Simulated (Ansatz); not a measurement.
# HfO3: the cost of one run

Computed with Ansatz 0.2.0 (DFT PBE, scalar-relativistic, plane waves, PAW, unless a step's input says otherwise).

## 1. The starting structure

The structure is orthorhombic, space group Cmmm (No. 65). The conventional cell has a = 2.901 Å, b = 3.995 Å, c = 7.973 Å, α = 90.00°, β = 90.00°, γ = 90.00°. Hf (site symmetry mmm) has 4 Hf at 2.47 Å and 4 O at 2.48 Å in its first shell of neighbours. Around O (site symmetry mm2) lie 10 O at 2.45 to 2.90 Å and 4 Hf at 2.48 to 2.84 Å. O (site symmetry mmm) is surrounded by 14 O at 2.45 to 2.90 Å.

Coordinates:

```xyz
4
Lattice="1.4504 -1.9974 0.0000 1.4504 1.9974 0.0000 0.0000 0.0000 7.9734" Properties=species:S:1:pos:R:3 pbc="T T T"
Hf    0.0000    0.0000    0.0000
O     1.4504    0.0000    5.9562
O     0.0000    0.0000    3.9867
O     1.4504    0.0000    2.0172
```

A structure generator made this guess: species swapped into a database cell of VFe3 (Cmmm, No. 65), with Hf on the V sites and O on the Fe sites. Lengths come from tabulated atomic sizes and are only a guess.

## 2. The guess as it stands, on a coarse mesh

The input, input.yaml:

```yaml
crystal:
  lattice:
    - [1.45044039, -1.99737368, 0.0]
    - [1.45044039, 1.99737368, 0.0]
    - [0.0, 0.0, 7.97339368]
  atoms:
    - { symbol: Hf, position: [0.0, 0.0, 0.0] }
    - { symbol: O, position: [0.5, 0.5, 0.74701297] }
    - { symbol: O, position: [0.0, 0.0, 0.5] }
    - { symbol: O, position: [0.5, 0.5, 0.25298703] }
basis:
  ecutwfc: 420
kpoints:
  mp_grid: { grid: [8, 8, 2] }
hamiltonian:
  xc: pbe
scf:
  occupations: { method: gaussian, width: 0.1 }
  lower_state_search: "off"
output:
  forces: true
  stress: true
  eigenvalues: true
```

On the command line:

```console
> ansatz run input.yaml --threads 1 --pin off --max-ram 2560MiB --backend cpu --events-out ev --progress --plain --runs-dir out
```

Q: Estimate wall time and peak memory on 1 thread of AMD EPYC (Zen 3), shared host.

About 7 s, with a peak of 0.37 GiB.
